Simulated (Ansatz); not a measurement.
# ClFH4HfN2: the cost of one run

Computed with Ansatz 0.2.0, Gaussian basis. Level: the settings change from run to run.

## Step 1: The relaxed structure

The geometry comes from an earlier relaxation with PBE0-D4 in a triple-zeta def2 set; it is a stationary point, not always the lowest conformer. Hf takes a core potential in def2 sets; no spin-orbit term is included.

SMILES `[NH2][Hf]([NH2])([F])[Cl]`, 9 atoms, charge 0, spin multiplicity 1.

Atoms are counted from 1 here; the program's logs count them from 0.

Bond lengths: N1–Hf2 2.016 Å, N1–H6 1.011 Å, N1–H7 1.011 Å, Hf2–N3 2.021 Å, Hf2–F4 1.910 Å, Hf2–Cl5 2.372 Å, N3–H8 1.010 Å, N3–H9 1.011 Å. Angles: Hf2–N1–H6 126.2°, Hf2–N1–H7 124.9°, H6–N1–H7 108.7°, N1–Hf2–N3 106.0°, N1–Hf2–F4 109.9°, N1–Hf2–Cl5 110.7°, N3–Hf2–F4 109.0°, N3–Hf2–Cl5 109.3°, F4–Hf2–Cl5 111.8°, Hf2–N3–H8 125.9°, Hf2–N3–H9 125.2°, H8–N3–H9 108.9°.

## Step 2: SPW92/def2-TZVPD

This run has high accuracy, the search for lower states set to light.

The input, in.yaml:

```yaml
crystal:
  periodic: [false, false, false]
  atoms:
    - {symbol: N, position_ang: [1.064993, 1.300011, -0.217226]}
    - {symbol: Hf, position_ang: [-0.305785, -0.125166, -0.609137]}
    - {symbol: N, position_ang: [-0.493851, -1.198467, 1.092664]}
    - {symbol: F, position_ang: [0.325351, -1.271078, -2.001179]}
    - {symbol: Cl, position_ang: [-2.397948, 0.850725, -1.154189]}
    - {symbol: H, position_ang: [2.029238, 1.299904, -0.520579]}
    - {symbol: H, position_ang: [0.869498, 2.179183, 0.242934]}
    - {symbol: H, position_ang: [-0.033420, -1.004160, 1.969815]}
    - {symbol: H, position_ang: [-1.058077, -2.030932, 1.196886]}
basis:
  gaussian: {orbitals: def2-TZVPD}
hamiltonian: {xc: {name: SPW92}}
accuracy: high
scf: {lower_state_search: light}
output: {forces: true}
```

Started as:

```sh
ansatz run in.yaml --threads 4 --pin off --events-out ev --progress --plain --max-ram 10444MiB
```

What time and memory should one allow on 4 threads of Arm Neoverse V2, shared host?

About 12 s, with a peak of 1.4 GiB.
